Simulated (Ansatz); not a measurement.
This was printed by a script on Ansatz 0.2.0 through its Python package, for a geometry optimisation of BH5N2OSi, SMILES N[Si]1(O)BN1. What did the script look like? Settings: PBE0, def2-SVP basis, multiplicity 1, D4 dispersion.

```yaml
atoms:
  - { symbol: N, position_ang: [-0.2180, 0.3975, 1.8613] }
  - { symbol: Si, position_ang: [0.2154, -0.1357, 0.2260] }
  - { symbol: O, position_ang: [1.8576, -0.4653, 0.0062] }
  - { symbol: B, position_ang: [-1.0029, -0.1856, -1.3025] }
  - { symbol: N, position_ang: [-0.2666, 1.0482, -0.9608] }
  - { symbol: H, position_ang: [0.1027, -0.2363, 2.5351] }
  - { symbol: H, position_ang: [-1.2814, 0.3837, 1.8961] }
  - { symbol: H, position_ang: [1.9543, -1.2128, -0.6171] }
  - { symbol: H, position_ang: [-1.7666, -0.7757, -2.0038] }
  - { symbol: H, position_ang: [0.4886, 1.1308, -1.6376] }
```

Output of `python opt.py`:
```text
step   1  E = -13646.193113 eV  max force 2.2580 eV/A
step   2  E = -13646.794736 eV  max force 1.6288 eV/A
step   3  E = -13647.239514 eV  max force 1.7109 eV/A
step   4  E = -13647.564158 eV  max force 1.0986 eV/A
step   5  E = -13647.758597 eV  max force 0.6826 eV/A
step   6  E = -13647.773689 eV  max force 0.9260 eV/A
step   7  E = -13647.818156 eV  max force 0.3745 eV/A
step   8  E = -13647.805480 eV  max force 0.3873 eV/A
step   9  E = -13647.823851 eV  max force 0.1606 eV/A
step  10  E = -13647.821762 eV  max force 0.2182 eV/A
step  11  E = -13647.826202 eV  max force 0.1433 eV/A
step  12  E = -13647.827492 eV  max force 0.0516 eV/A
step  13  E = -13647.827302 eV  max force 0.1403 eV/A
step  14  E = -13647.828600 eV  max force 0.0349 eV/A
step  15  E = -13647.829045 eV  max force 0.0327 eV/A
step  16  E = -13647.829255 eV  max force 0.1704 eV/A
step  17  E = -13647.829778 eV  max force 0.0766 eV/A
step  18  E = -13647.829963 eV  max force 0.0226 eV/A
step  19  E = -13647.830080 eV  max force 0.0168 eV/A
step  20  E = -13647.830131 eV  max force 0.0063 eV/A
step  21  E = -13647.830142 eV  max force 0.0060 eV/A
step  22  E = -13647.830147 eV  max force 0.0033 eV/A
reference energy    -13647.656653 eV
total energy        -13647.830174 eV
occupied (up, down): [23, 23]  virtual: [76, 76]  frozen: 0
final positions (A) and the move of each atom
N    -0.26577    0.18211    1.77211    0.2380
Si    0.12356   -0.30683    0.18908    0.1977
O     1.66125   -0.91414    0.37868    0.6154
B    -0.97000   -0.29111   -1.38019    0.1351
N    -0.09954    0.78984   -1.17778    0.3765
H     0.42400    0.18458    2.51213    0.5300
H    -1.20557    0.37961    2.08355    0.2023
H     2.10282   -1.16941   -0.43544    0.2386
H    -1.76934   -0.55332   -2.24288    0.3265
H     0.08168    1.64747   -1.69637    0.6603
  atom  mulliken  lowdin
0    N    -0.391   0.041
1   Si     0.509   0.125
2    O    -0.406   0.050
3    B    -0.054  -0.387
4    N    -0.241   0.166
5    H     0.145   0.013
6    H     0.142   0.011
7    H     0.193  -0.013
8    H    -0.006  -0.026
9    H     0.109   0.020
dipole (e A): [0.0998 0.2465 0.0144]
```

One script that gives this output:

The script, `opt.py`:
```python
'''Relax the BH5N2OSi molecule.'''

import ansatz as az
import numpy as np
import pandas as pd

geometry_ang = [
    ('N', [-0.218, 0.3975, 1.8613]),
    ('Si', [0.2154, -0.1357, 0.226]),
    ('O', [1.8576, -0.4653, 0.0062]),
    ('B', [-1.0029, -0.1856, -1.3025]),
    ('N', [-0.2666, 1.0482, -0.9608]),
    ('H', [0.1027, -0.2363, 2.5351]),
    ('H', [-1.2814, 0.3837, 1.8961]),
    ('H', [1.9543, -1.2128, -0.6171]),
    ('H', [-1.7666, -0.7757, -2.0038]),
    ('H', [0.4886, 1.1308, -1.6376]),
]
mol = az.Crystal.molecule()
for symbol, xyz in geometry_ang:
    mol = mol.atom(symbol, xyz)

setup = mol.calculation().basis(gaussian='def2-SVP').functional('pbe0', dispersion='d4')
symbols = [site.symbol for site in mol.cartesian_sites]
start = np.array([site.position_ang for site in mol.cartesian_sites], dtype=float)
def progress(event):
    if event['event'] == 'relax_step':
        row = event['data']
        print(f'step {row["step"]:3d}  E = {row["lagrangian_ev"]:.6f} eV  max force {row["allowed_force_max_ev_ang"]:.4f} eV/A')


data = setup.relax(force_tolerance=0.005).session().plan().execute(on_event=progress).report
end = np.array(data['positions_ang'])

print('reference energy %16.6f eV' % data['reference_energy_ev'])
print('total energy     %16.6f eV' % data['free_energy_ev'])
print('occupied (up, down):', data['n_occupied'], ' virtual:', data['n_virtual'], ' frozen:', data['n_frozen'])

print('final positions (A) and the move of each atom')
for symbol, xyz, old in zip(symbols, end, start):
    print(f'{symbol:2s} {xyz[0]:10.5f} {xyz[1]:10.5f} {xyz[2]:10.5f}   {np.linalg.norm(xyz - old):7.4f}')

charges = data['charge_distribution']
table = pd.DataFrame({'atom': symbols, 'mulliken': charges['mulliken_charges_e'], 'lowdin': charges['lowdin_charges_e']})
print(table.round(3).to_string())
print('dipole (e A):', np.round(charges['dipole_moment_e_ang'], 4) + 0.0)
with open('bh5n2osi_opt.xyz', 'w') as handle:
    handle.write(f'{len(symbols)}\nrelaxed BH5N2OSi\n')
    handle.writelines(f'{s:2s} {x:11.6f} {y:11.6f} {z:11.6f}\n' for s, (x, y, z) in zip(symbols, end))
```

These settings explore the input space; basis and method may be short of convergence. The end point is the stationary point reached from this start; no frequency run checks that it is a minimum, and the basis set is modest. The Löwdin charges here are taken after orthogonalising the functions within each atom; they differ from plain Löwdin charges, and their signs can be unphysical. Total less reference energy is the dispersion correction. Timing: 110 s on 1 thread of Arm Neoverse V2, on a shared host, peak memory 0.32 GiB.

(Lines on the test bed's own set-up are left out of the output.)
